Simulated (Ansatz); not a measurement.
**WF in Ansatz: the effect of functional**

WF:

```
CELL_PARAMETERS angstrom
1.36589 0.78860 5.06960
-1.36589 0.78860 5.06960
0.00000 -1.57719 5.06960
ATOMIC_POSITIONS crystal
W 0.81412 0.81412 0.81412
F 0.93712 0.93712 0.93712
```

The cell was built by a generator and needn't be a form met in nature.

Alike in all runs:

```yaml
Program: Ansatz 0.2.0
Task: band structure
Potentials_or_basis: Ansatz PAW
k_mesh: 11 × 11 × 11
Occupations: fermi-dirac, width 0.05 eV
Spin: no spin polarisation
```

```csv
functional,cutoff,pressure (GPa),largest force (eV/Å)
LDA,420 eV (not typed: the program's choice for these potentials),?,?
PBEsol,420 eV (not typed: the program's choice for these potentials),-4.9,0.45
RPBE,420 eV (not typed: the program's choice for these potentials),3.9,0.19
revPBE,420 eV (not typed: the program's choice for these potentials),3.0,0.13
BLYP,420 eV (not typed: the program's choice for these potentials),5.9,0.48
r2SCAN,500 eV (not typed: the program's choice for these potentials),-3.5,0.32
```

**Question.** What does the run with functional LDA give?

**Answer.** Pressure -9.0 GPa; largest force 0.75 eV/Å.

Caveats: an odd number of electrons without spin polarisation forces a metal; a magnetic or distorted state may lie lower; the PAW data sets come from PBE, with cores solved anew for the run's functional, which leaves a small shift of forces and pressure.

Runs at the PBE level aren't shown here.
